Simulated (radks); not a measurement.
# The Coulomb parameter U of the 5d shell of Hf²⁺

Aim: U as the second difference [E(n + 0.5) + E(n − 0.5) − 2E(n)]/0.5², with all orbitals relaxed. Bare: the atom's charge changes with n. Screened: the 6s shell takes up the change. The start is a model configuration, not necessarily the ground state.

Program: radks (a radial shooting solver on a logarithmic mesh, Libxc functionals) version 1. Level of theory: Dirac Kohn-Sham, LDA (Slater exchange, Perdew-Wang correlation), spin-unpolarised, spherical densities, point nucleus; open shells are shared between the two j in proportion to 2j + 1. These are calculated values, not measurements, unless marked.

## 1. The atom as given

* element: hafnium (Z = 72)
* charge: +2
* electrons: 70
* configuration: [Xe] 4f14 5d0.5 6s1.5

## 2. Start: [Xe] 4f14 5d0.5 6s1.5

Settings of this run:

```text
Z 72
configuration [Xe] 4f14 5d0.5 6s1.5
relativity Dirac
functional lda,pw
spin unpolarised
j_filling average
nucleus point
c 137.035999084
```

## 3. Bare +0.5: [Xe] 4f14 5d1 6s1.5

Settings of this run:

```text
Z 72
configuration [Xe] 4f14 5d1 6s1.5
relativity Dirac
functional lda,pw
spin unpolarised
j_filling average
nucleus point
c 137.035999084
```

## 4. Bare -0.5: [Xe] 4f14 6s1.5

Settings, as their differences from step 3:

```diff
@@ -1,3 +1,3 @@
 Z 72
-configuration [Xe] 4f14 5d1 6s1.5
+configuration [Xe] 4f14 6s1.5
 relativity Dirac
```

## 5. Screened +0.5: [Xe] 4f14 5d1 6s1

Settings, as their differences from step 4:

```diff
@@ -1,3 +1,3 @@
 Z 72
-configuration [Xe] 4f14 6s1.5
+configuration [Xe] 4f14 5d1 6s1
 relativity Dirac
```

## 6. Screened -0.5: [Xe] 4f14 6s2

Settings, as their differences from step 5:

```diff
@@ -1,3 +1,3 @@
 Z 72
-configuration [Xe] 4f14 5d1 6s1
+configuration [Xe] 4f14 6s2
 relativity Dirac
```

**Question.** What will these runs give?

The runs gave:

```
         quantity  value (eV)
          U, bare      10.376
U, screened by 6s       0.796
```

Letting 6s compensate leaves 8 % of the bare value; this second difference measures U(5d,5d) + U(6s,6s) − 2U(5d,6s). A solid screens further than the bare atom, so the bare value is an upper guide for the U of a crystal.
